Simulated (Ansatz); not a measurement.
# Si2NH7 + H2S: a complex and its separated parts, part 1 of 2

The complex below is one end of an elementary step. How strongly is it bound against its free parts?

Program: Ansatz 0.2.0, Gaussian basis. Level of theory: PBE0-D4/def2-TZVP structures, single points in def2-TZVPP, no counterpoise correction. These are calculated values, not measurements.

Levels: SPW92, PBE-D4, BLYP-D4, r2SCAN-D4, B97M-V, PBE0-D4, B3LYP-D4, r2SCAN0-D4, BHLYP-D4, CAM-B3LYP-D4, wB97X-V, wB97M-V, B2PLYP, PBE-QIDH, RPA on PBE, Hartree-Fock, MP2, CCSD, CCSD(T).

Correlated methods freeze the cores. B3LYP uses VWN-RPA correlation. B2PLYP carries no dispersion term here.

94 further runs of the same task are left out: 94 set aside as unsound or not needed. Runs told in other sessions of the task aren't counted.

## 1. Starting geometry

The complex: 13 atoms, charge 0, spin multiplicity 1.

Atoms are counted from 1 here; the program's logs count them from 0.

Bond lengths: Si1–H3 1.485 Å, Si1–H4 1.487 Å, Si1–N5 1.731 Å, Si1–Si7 2.354 Å, S2–H6 1.341 Å, S2–H8 1.341 Å, N5–H9 1.008 Å, N5–H10 1.008 Å, Si7–H11 1.492 Å, Si7–H12 1.492 Å, Si7–H13 1.490 Å. Angles: H3–Si1–H4 110.6°, H3–Si1–N5 106.9°, H3–Si1–Si7 110.0°, H4–Si1–N5 107.4°, H4–Si1–Si7 109.3°, N5–Si1–Si7 112.6°, H6–S2–H8 92.2°, Si1–N5–H9 118.7°, Si1–N5–H10 119.3°, H9–N5–H10 110.3°, Si1–Si7–H11 109.9°, Si1–Si7–H12 109.2°, Si1–Si7–H13 115.2°, H11–Si7–H12 107.1°, H11–Si7–H13 107.7°, H12–Si7–H13 107.4°.

As a file:

```xyz
13
charge 0, multiplicity 1
Si   -0.98060    0.23611    0.05641
S     1.38319   -0.13207    2.90298
H    -1.38396   -0.81976    1.01965
H    -0.65607    1.49960    0.77098
N    -2.35305    0.54767   -0.95108
H     2.26732   -0.98704    2.36739
Si    0.90096   -0.46869   -1.17045
H     2.04393    0.93259    2.42411
H    -2.85382   -0.23420   -1.34354
H    -2.31558    1.30641   -1.61374
H     0.60436   -1.76001   -1.85563
H     1.19803    0.53475   -2.23434
H     2.14530   -0.65537   -0.37285
```

Its parts: Si2NH7 holds atoms 1, 3, 4, 5, 7, 9, 10, 11, 12, 13; H2S holds atoms 2, 6, 8. Each part counts its atoms afresh in its own runs.

## 2. Relaxing Si2NH7 alone

The input, relax-a/in.yaml:

```yaml
crystal:
  periodic: [false, false, false]
  atoms:
    - {symbol: Si, position_ang: [-0.980599, 0.236110, 0.056412]}
    - {symbol: H, position_ang: [-1.383957, -0.819761, 1.019648]}
    - {symbol: H, position_ang: [-0.656069, 1.499596, 0.770977]}
    - {symbol: N, position_ang: [-2.353052, 0.547671, -0.951077]}
    - {symbol: Si, position_ang: [0.900961, -0.468692, -1.170449]}
    - {symbol: H, position_ang: [-2.853820, -0.234196, -1.343536]}
    - {symbol: H, position_ang: [-2.315580, 1.306413, -1.613740]}
    - {symbol: H, position_ang: [0.604357, -1.760006, -1.855632]}
    - {symbol: H, position_ang: [1.198031, 0.534754, -2.234336]}
    - {symbol: H, position_ang: [2.145297, -0.655374, -0.372848]}
basis:
  gaussian: {orbitals: def2-TZVP}
hamiltonian: {xc: pbe0, dispersion: d4}
relax: {f_tol: 0.005, max_steps: 200}
```

Command:

```console
ansatz run in.yaml --threads 8 --pin off --events-out ev --progress --plain --max-ram 19148MiB
```

Log, shortened:

```text
Functional definition: PBE0
  name "PBE0"
  cite "Adamo & Barone, J. Chem. Phys. 110, 6158 (1999) doi:10.1063/1.478522"
  cite "Perdew, Burke & Ernzerhof, Phys. Rev. Lett. 77, 3865 (1996) doi:10.1103/PhysRevLett.77.3865"
  parent pbe
[...]
999 factors; their error is unknown
[...]
mean field -17352.32801850 eV, -637.6862928494 hartree, gradient 2.3e-5 eV, S^2 0.000000; 0 other end points of the search recorded, 0 dependent functions left out
[...]
reference -17352.32805279 eV, -637.6862941095 hartree; 21, 21 occupied and 126, 126 virtual orbitals, 999 factors
[...]
Atom 2 at    -0.633288     1.514224     0.709761 Å, force     0.000572    -0.000444    -0.001130 eV/Å
Atom 3 at    -2.395223     0.535297    -0.932340 Å, force    -0.002848    -0.001562    -0.000088 eV/Å
Atom 4 at     0.911219    -0.474826    -1.189458 Å, force     0.004164     0.000106    -0.002073 eV/Å
Atom 5 at    -2.875918    -0.249583    -1.343431 Å, force     0.000559     0.000825     0.000112 eV/Å
Atom 6 at    -2.410643     1.323325    -1.560654 Å, force     0.001165     0.000826    -0.000155 eV/Å
Atom 7 at     0.622076    -1.750012    -1.905332 Å, force    -0.001846    -0.000834     0.001277 eV/Å
Atom 8 at     1.298616     0.538511    -2.211902 Å, force    -0.000165     0.000930     0.000896 eV/Å
Atom 9 at     2.081365    -0.701011    -0.294616 Å, force    -0.000622     0.000543    -0.000096 eV/Å
Dipole moment:    -0.169438     0.020454    -0.214226 e Å
```

Run time: 10 s. Hardware: 8 threads of AMD EPYC 7R43, shared host.

Step by step: (the energy doesn't fall at every step)

| step | energy from step 1 (eV) | largest force component (eV/Å) |
| --- | --- | --- |
| 1 | 0.0000 | 0.2099 |
| 2 | -0.0033 | 0.0602 |
| 3 | -0.0052 | 0.0517 |
| 4 | -0.0061 | 0.0293 |
| 5 | -0.0063 | 0.0170 |
| 6 | 0.0002 | 0.4173 |
| 7 | -0.0065 | 0.0088 |
| 8 | -0.0066 | 0.0161 |
| 9 | -0.0067 | 0.0105 |
| 10 | -0.0067 | 0.0089 |
| 11 | -0.0067 | 0.0042 |

Close pairs (by a distance rule), those that changed most:

| bond | before (Å) | after (Å) | change (Å) |
| --- | --- | --- | --- |
| Si1–H2 | 1.485 | 1.489 | +0.004 |
| Si1–N4 | 1.731 | 1.727 | -0.003 |
| Si1–Si5 | 2.354 | 2.351 | -0.003 |
| Si5–H9 | 1.492 | 1.491 | -0.002 |
| Si1–H3 | 1.487 | 1.489 | +0.001 |
| Si5–H8 | 1.492 | 1.491 | -0.001 |
| Si5–H10 | 1.490 | 1.490 | +0.001 |
| N4–H7 | 1.008 | 1.008 | -0.000 |

## 3. Relaxing H2S alone

The input, relax-b/in.yaml:

```yaml
crystal:
  periodic: [false, false, false]
  atoms:
    - {symbol: S, position_ang: [1.383185, -0.132067, 2.902979]}
    - {symbol: H, position_ang: [2.267322, -0.987038, 2.367393]}
    - {symbol: H, position_ang: [2.043925, 0.932588, 2.424109]}
basis:
  gaussian: {orbitals: def2-TZVP}
hamiltonian: {xc: pbe0, dispersion: d4}
relax: {f_tol: 0.005, max_steps: 200}
```

Command:

```console
ansatz run in.yaml --threads 8 --pin off --events-out ev --progress --plain --max-ram 19148MiB
```

Log, shortened:

```text
[... 5 set-up lines as earlier in the session ...]
[...]
359 factors; their error is unknown
[...]
mean field -10864.45045499 eV, -399.2611900319 hartree, gradient 4.8e-5 eV, S^2 0.000000; 0 other end points of the search recorded, 0 dependent functions left out
[...]
reference -10864.45047952 eV, -399.2611909332 hartree; 9, 9 occupied and 40, 40 virtual orbitals, 359 factors
Total energy: -10864.46265896 eV, -399.2616385195 hartree
Atom 0 at     1.383730    -0.132005     2.902622 Å, force     0.000526    -0.000321    -0.000327 eV/Å
Atom 1 at     2.267149    -0.987963     2.367548 Å, force    -0.000607     0.001767     0.000313 eV/Å
Atom 2 at     2.043553     0.933451     2.424311 Å, force     0.000082    -0.001446     0.000014 eV/Å
Dipole moment:     0.201020     0.027291    -0.132002 e Å
```

It took 0.4 s on 8 threads of AMD EPYC 7R43, shared host.

The steps of the relaxation:

| step | energy from step 1 (eV) | largest force component (eV/Å) |
| --- | --- | --- |
| 1 | 0.0000 | 0.0089 |
| 2 | 0.0000 | 0.0018 |

Close pairs (by a distance rule), those that changed most:

| bond | before (Å) | after (Å) | change (Å) |
| --- | --- | --- | --- |
| S1–H2 | 1.341 | 1.341 | -0.000 |
| S1–H3 | 1.341 | 1.341 | -0.000 |

## 4. SPW92/def2-TZVPP

The input, parta/in.yaml:

```yaml
crystal:
  periodic: [false, false, false]
  atoms:
    - {symbol: Si, position_ang: [-0.977857, 0.245369, 0.011444]}
    - {symbol: H, position_ang: [-1.314777, -0.794779, 1.021948]}
    - {symbol: H, position_ang: [-0.633288, 1.514224, 0.709761]}
    - {symbol: N, position_ang: [-2.395223, 0.535297, -0.932340]}
    - {symbol: Si, position_ang: [0.911219, -0.474826, -1.189458]}
    - {symbol: H, position_ang: [-2.875918, -0.249583, -1.343431]}
    - {symbol: H, position_ang: [-2.410643, 1.323325, -1.560654]}
    - {symbol: H, position_ang: [0.622076, -1.750012, -1.905332]}
    - {symbol: H, position_ang: [1.298616, 0.538511, -2.211902]}
    - {symbol: H, position_ang: [2.081365, -0.701011, -0.294616]}
basis:
  gaussian: {orbitals: def2-TZVPP}
hamiltonian: {xc: lda}
```

The input, partb/in.yaml:

```yaml
crystal:
  periodic: [false, false, false]
  atoms:
    - {symbol: S, position_ang: [1.383730, -0.132005, 2.902622]}
    - {symbol: H, position_ang: [2.267149, -0.987963, 2.367548]}
    - {symbol: H, position_ang: [2.043553, 0.933451, 2.424311]}
basis:
  gaussian: {orbitals: def2-TZVPP}
hamiltonian: {xc: lda}
```

One command serves all of them, each in its own folder.

Command:

```console
ansatz run in.yaml --threads 8 --pin off --events-out ev --progress --plain --max-ram 19148MiB
```

Log of parta, shortened:

```text
Functional definition: SPW92
  name "SPW92"
  cite "Dirac, Proc. Camb. Phil. Soc. 26, 376 (1930) doi:10.1017/S0305004100016108"
  cite "Slater, Phys. Rev. 81, 385 (1951) doi:10.1103/PhysRev.81.385"
  cite "Perdew & Wang, Phys. Rev. B 45, 13244 (1992) doi:10.1103/PhysRevB.45.13244"
[...]
1144 factors; their error is unknown
[...]
mean field -17283.84095757 eV, -635.1694397826 hartree, gradient 4.6e-5 eV, S^2 0.000000; 0 other end points of the search recorded, 0 dependent functions left out
reference -17283.84099934 eV, -635.1694413175 hartree; 21, 21 occupied and 192, 192 virtual orbitals, 1144 factors
Total energy: -17283.84099934 eV, -635.1694413175 hartree
```

partb printed, shortened:

```text
[... 5 set-up lines as earlier in the session ...]
[...]
402 factors; their error is unknown
[...]
mean field -10830.30346499 eV, -398.0063112951 hartree, gradient 3.1e-5 eV, S^2 0.000000; 0 other end points of the search recorded, 0 dependent functions left out
reference -10830.30348583 eV, -398.0063120611 hartree; 9, 9 occupied and 61, 61 virtual orbitals, 402 factors
Total energy: -10830.30348583 eV, -398.0063120611 hartree
```

Wall times: 0.65 s (parta), 0.15 s (partb) on 8 threads of AMD EPYC 7R43, shared host.

## 5. PBE-D4/def2-TZVPP

The same edit goes into each in.yaml of step 4 (parta, partb):

```diff
-hamiltonian: {xc: lda}
+hamiltonian: {xc: pbe, dispersion: d4}
```

Each run has its own folder and the same command.

Command:

```console
ansatz run in.yaml --threads 8 --pin off --events-out ev --progress --plain --max-ram 19148MiB
```

Log of parta, shortened:

```text
Functional definition: PBE
  name "PBE"
[... 2 set-up lines as earlier in the session ...]
[...]
1144 factors; their error is unknown
[...]
mean field -17350.56444150 eV, -637.6214825903 hartree, gradient 2.2e-5 eV, S^2 0.000000; 0 other end points of the search recorded, 0 dependent functions left out
reference -17350.56448571 eV, -637.6214842148 hartree; 21, 21 occupied and 192, 192 virtual orbitals, 1144 factors
Total energy: -17350.74779404 eV, -637.6282206719 hartree
```

partb printed, shortened:

```text
[... 4 set-up lines as earlier in the session ...]
[...]
402 factors; their error is unknown
[...]
mean field -10863.54270806 eV, -399.2278309474 hartree, gradient 3.7e-5 eV, S^2 0.000000; 0 other end points of the search recorded, 0 dependent functions left out
reference -10863.54273031 eV, -399.2278317651 hartree; 9, 9 occupied and 61, 61 virtual orbitals, 402 factors
Total energy: -10863.55776699 eV, -399.2283843530 hartree
```

Wall times: 0.9 s (parta), 0.2 s (partb) on 8 threads of AMD EPYC 7R43, shared host.

## 6. BLYP-D4/def2-TZVPP

Each input of step 5 (parta, partb) changes in the same lines:

```diff
-hamiltonian: {xc: pbe, dispersion: d4}
+hamiltonian: {xc: {name: BLYP}, dispersion: d4}
```

The same command starts each run, in its folder.

Command:

```console
ansatz run in.yaml --threads 8 --pin off --events-out ev --progress --plain --max-ram 19148MiB
```

Output in parta, shortened:

```text
Functional definition: BLYP
  name "BLYP"
  cite "Becke, Phys. Rev. A 38, 3098 (1988) doi:10.1103/PhysRevA.38.3098"
  cite "Lee, Yang & Parr, Phys. Rev. B 37, 785 (1988) doi:10.1103/PhysRevB.37.785"
[...]
1144 factors; their error is unknown
[...]
mean field -17359.92794838 eV, -637.9655851210 hartree, gradient 1.2e-5 eV, S^2 0.000000; 0 other end points of the search recorded, 0 dependent functions left out
reference -17359.92831775 eV, -637.9655986952 hartree; 21, 21 occupied and 192, 192 virtual orbitals, 1144 factors
Total energy: -17360.32672998 eV, -637.9802400747 hartree
```

Log of partb, shortened:

```text
[... 4 set-up lines as earlier in the session ...]
[...]
402 factors; their error is unknown
[...]
mean field -10868.21008631 eV, -399.3993539346 hartree, gradient 3.1e-5 eV, S^2 0.000000; 0 other end points of the search recorded, 0 dependent functions left out
reference -10868.21030018 eV, -399.3993617939 hartree; 9, 9 occupied and 61, 61 virtual orbitals, 402 factors
Total energy: -10868.24599198 eV, -399.4006734434 hartree
```

Times: 0.85 s (parta), 0.2 s (partb) on 8 threads of AMD EPYC 7R43, shared host.

## 7. r2SCAN-D4/def2-TZVPP

Each input of step 6 (parta, partb) changes in the same lines:

```diff
-hamiltonian: {xc: {name: BLYP}, dispersion: d4}
+hamiltonian: {xc: r2scan, dispersion: d4}
```

One command serves all of them, each in its own folder.

Command:

```console
ansatz run in.yaml --threads 8 --pin off --events-out ev --progress --plain --max-ram 19148MiB
```

Log of parta, shortened:

```text
Functional definition: r2SCAN
  name "r2SCAN"
  cite "Furness, Kaplan, Ning, Perdew & Sun, J. Phys. Chem. Lett. 11, 8208 (2020) doi:10.1021/acs.jpclett.0c02405"
  cite "Furness, Kaplan, Ning, Perdew & Sun, J. Phys. Chem. Lett. 11, 9248 (2020) doi:10.1021/acs.jpclett.0c03077"
  parent r2scan
[...]
1144 factors; their error is unknown
[...]
mean field -17358.55677799 eV, -637.9151955387 hartree, gradient 4.4e-5 eV, S^2 0.000000; 0 other end points of the search recorded, 0 dependent functions left out
reference -17358.55679213 eV, -637.9151960585 hartree; 21, 21 occupied and 192, 192 virtual orbitals, 1144 factors
Total energy: -17358.60132969 eV, -637.9168327834 hartree
```

Log of partb, shortened:

```text
[... 5 set-up lines as earlier in the session ...]
[...]
402 factors; their error is unknown
[...]
mean field -10867.52469908 eV, -399.3741664185 hartree, gradient 2.6e-5 eV, S^2 0.000000; 0 other end points of the search recorded, 0 dependent functions left out
reference -10867.52470578 eV, -399.3741666645 hartree; 9, 9 occupied and 61, 61 virtual orbitals, 402 factors
Total energy: -10867.52805403 eV, -399.3742897107 hartree
```

They took 1.4 s (parta), 0.4 s (partb) on 8 threads of AMD EPYC 7R43, shared host.

## 8. B97M-V/def2-TZVPP

The same edit goes into each in.yaml of step 7 (parta, partb):

```diff
-hamiltonian: {xc: r2scan, dispersion: d4}
+hamiltonian: {xc: {name: B97M-V}}
```

One command serves all of them, each in its own folder.

Command:

```console
ansatz run in.yaml --threads 8 --pin off --events-out ev --progress --plain --max-ram 19148MiB
```

Output in parta, shortened:

```text
Functional definition: B97M-V
  name "B97M-V"
  cite "Mardirossian & Head-Gordon, J. Chem. Phys. 142, 074111 (2015) doi:10.1063/1.4907719"
  cite "Becke, J. Chem. Phys. 107, 8554 (1997) doi:10.1063/1.475007"
  cite "Vydrov & Van Voorhis, J. Chem. Phys. 133, 244103 (2010) doi:10.1063/1.3521275"
  # Of w^i u^j: cxij and so on, Table III.
[...]
  gx(w, u) = cx00 + cx01*u + cx02*u^2 + (cx10 + cx11*u)*w
[...]
  gos(w, u) = cos00 + cos01*u + cos03*u^3 + cos10*w + cos32*w^3*u^2
[...]
      + integral(e_c_pw_mod_opposite_spin*gos(b97_w_opposite, b97_u_opposite)) + vv10(b, c)
1144 factors; their error is unknown
[...]
mean field -17356.68994233 eV, -637.8465905937 hartree, gradient 2.7e-5 eV, S^2 0.000000; 0 other end points of the search recorded, 0 dependent functions left out
reference -17356.69001198 eV, -637.8465931531 hartree; 21, 21 occupied and 192, 192 virtual orbitals, 1144 factors
Total energy: -17356.69001198 eV, -637.8465931531 hartree
```

Log of partb, shortened:

```text
[... 5 set-up lines as earlier in the session ...]
  # Of w^i u^j: cxij and so on, Table III.
[...]
  gx(w, u) = cx00 + cx01*u + cx02*u^2 + (cx10 + cx11*u)*w
[...]
  gos(w, u) = cos00 + cos01*u + cos03*u^3 + cos10*w + cos32*w^3*u^2
[...]
      + integral(e_c_pw_mod_opposite_spin*gos(b97_w_opposite, b97_u_opposite)) + vv10(b, c)
402 factors; their error is unknown
[...]
mean field -10865.55699886 eV, -399.3018547692 hartree, gradient 2.3e-5 eV, S^2 0.000000; 0 other end points of the search recorded, 0 dependent functions left out
reference -10865.55703352 eV, -399.3018560426 hartree; 9, 9 occupied and 61, 61 virtual orbitals, 402 factors
Total energy: -10865.55703352 eV, -399.3018560426 hartree
```

Wall times: 2.6 s (parta), 0.55 s (partb) on 8 threads of AMD EPYC 7R43, shared host.

## 9. PBE0-D4/def2-TZVPP

The same edit goes into each in.yaml of step 8 (parta, partb):

```diff
-hamiltonian: {xc: {name: B97M-V}}
+hamiltonian: {xc: pbe0, dispersion: d4}
+output: {orbitals: {seedname: orbitals}}
```

Each run has its own folder and the same command.

Command:

```console
ansatz run in.yaml --threads 8 --pin off --events-out ev --progress --plain --max-ram 19148MiB
```

Output in parta, shortened:

```text
[... 5 set-up lines as earlier in the session ...]
[...]
1150 factors; their error is unknown
[...]
mean field -17352.40857951 eV, -637.6892534119 hartree, gradient 2.0e-5 eV, S^2 0.000000; 0 other end points of the search recorded, 0 dependent functions left out
reference -17352.40861320 eV, -637.6892546502 hartree; 21, 21 occupied and 192, 192 virtual orbitals, 1150 factors
Total energy: -17352.56420119 eV, -637.6949724032 hartree
```

Output in partb, shortened:

```text
[... 5 set-up lines as earlier in the session ...]
[...]
433 factors; their error is unknown
[...]
mean field -10864.48422905 eV, -399.2624312057 hartree, gradient 4.8e-6 eV, S^2 0.000000; 0 other end points of the search recorded, 0 dependent functions left out
reference -10864.48424567 eV, -399.2624318164 hartree; 9, 9 occupied and 61, 61 virtual orbitals, 433 factors
Total energy: -10864.49642511 eV, -399.2628794027 hartree
```

Wall times: 1 s (parta), 0.2 s (partb) on 8 threads of AMD EPYC 7R43, shared host.

## 10. B3LYP-D4/def2-TZVPP

The same edit goes into each in.yaml of step 9 (parta, partb):

```diff
-hamiltonian: {xc: pbe0, dispersion: d4}
-output: {orbitals: {seedname: orbitals}}
+hamiltonian: {xc: {name: B3LYP}, dispersion: d4}
```

Each run has its own folder and the same command.

Command:

```console
ansatz run in.yaml --threads 8 --pin off --events-out ev --progress --plain --max-ram 19148MiB
```

Log of parta, shortened:

```text
Functional definition: B3LYP
  name "B3LYP"
  cite "Stephens, Devlin, Chabalowski & Frisch, J. Phys. Chem. 98, 11623 (1994) doi:10.1021/j100096a001"
[... 2 set-up lines as earlier in the session ...]
  cite "Vosko, Wilk & Nusair, Can. J. Phys. 58, 1200 (1980) doi:10.1139/p80-159"
[...]
1150 factors; their error is unknown
[...]
mean field -17362.37355406 eV, -638.0554594724 hartree, gradient 3.1e-5 eV, S^2 0.000000; 0 other end points of the search recorded, 0 dependent functions left out
reference -17362.37383138 eV, -638.0554696634 hartree; 21, 21 occupied and 192, 192 virtual orbitals, 1150 factors
Total energy: -17362.67019904 eV, -638.0663609742 hartree
```

partb printed, shortened:

```text
[... 6 set-up lines as earlier in the session ...]
[...]
414 factors; their error is unknown
[...]
mean field -10868.95566286 eV, -399.4267533672 hartree, gradient 4.4e-6 eV, S^2 0.000000; 0 other end points of the search recorded, 0 dependent functions left out
reference -10868.95582058 eV, -399.4267591634 hartree; 9, 9 occupied and 61, 61 virtual orbitals, 414 factors
Total energy: -10868.98025562 eV, -399.4276571345 hartree
```

They took 0.9 s (parta), 0.25 s (partb) on 8 threads of AMD EPYC 7R43, shared host.

## 11. r2SCAN0-D4/def2-TZVPP

The same edit goes into each in.yaml of step 10 (parta, partb):

```diff
-hamiltonian: {xc: {name: B3LYP}, dispersion: d4}
+hamiltonian: {xc: {name: r2SCAN0}, dispersion: d4}
```

Each run has its own folder and the same command.

Command:

```console
ansatz run in.yaml --threads 8 --pin off --events-out ev --progress --plain --max-ram 19148MiB
```

Log of parta, shortened:

```text
Functional definition: r2SCAN0
  name "r2SCAN0"
  cite "Bursch, Neugebauer, Ehlert & Grimme, J. Chem. Phys. 156, 134105 (2022) doi:10.1063/5.0086040"
[... 3 set-up lines as earlier in the session ...]
[...]
1150 factors; their error is unknown
[...]
mean field -17358.19549813 eV, -637.9019187488 hartree, gradient 6.7e-5 eV, S^2 0.000000; 0 other end points of the search recorded, 0 dependent functions left out
reference -17358.19550940 eV, -637.9019191629 hartree; 21, 21 occupied and 192, 192 virtual orbitals, 1150 factors
Total energy: -17358.24837480 eV, -637.9038619307 hartree
```

Output in partb, shortened:

```text
[... 6 set-up lines as earlier in the session ...]
[...]
433 factors; their error is unknown
[...]
mean field -10867.41042967 eV, -399.3699670950 hartree, gradient 1.3e-5 eV, S^2 0.000000; 0 other end points of the search recorded, 0 dependent functions left out
reference -10867.41043501 eV, -399.3699672913 hartree; 9, 9 occupied and 61, 61 virtual orbitals, 433 factors
Total energy: -10867.41429305 eV, -399.3701090715 hartree
```

Wall times: 1.8 s (parta), 0.4 s (partb) on 8 threads of AMD EPYC 7R43, shared host.

## 12. BHLYP-D4/def2-TZVPP

Each input of step 11 (parta, partb) changes in the same lines:

```diff
-hamiltonian: {xc: {name: r2SCAN0}, dispersion: d4}
+hamiltonian: {xc: {name: BHLYP}, dispersion: d4}
```

One command serves all of them, each in its own folder.

Command:

```console
ansatz run in.yaml --threads 8 --pin off --events-out ev --progress --plain --max-ram 19148MiB
```

Log of parta, shortened:

```text
Functional definition: BHLYP
  name "BHLYP"
  cite "Becke, J. Chem. Phys. 98, 1372 (1993) doi:10.1063/1.464304"
[... 2 set-up lines as earlier in the session ...]
[...]
1202 factors; their error is unknown
[...]
mean field -17360.06300859 eV, -637.9705484923 hartree, gradient 2.2e-5 eV, S^2 0.000000; 0 other end points of the search recorded, 0 dependent functions left out
reference -17360.06319746 eV, -637.9705554332 hartree; 21, 21 occupied and 192, 192 virtual orbitals, 1202 factors
Total energy: -17360.30001446 eV, -637.9792582973 hartree
```

Log of partb, shortened:

```text
[... 5 set-up lines as earlier in the session ...]
[...]
453 factors; their error is unknown
[...]
mean field -10868.25160311 eV, -399.4008796486 hartree, gradient 1.3e-5 eV, S^2 0.000000; 0 other end points of the search recorded, 0 dependent functions left out
reference -10868.25170981 eV, -399.4008835698 hartree; 9, 9 occupied and 61, 61 virtual orbitals, 453 factors
Total energy: -10868.26803687 eV, -399.4014835781 hartree
```

Times: 1.1 s (parta), 0.25 s (partb) on 8 threads of AMD EPYC 7R43, shared host.

(Continued in part 2 of 2.)
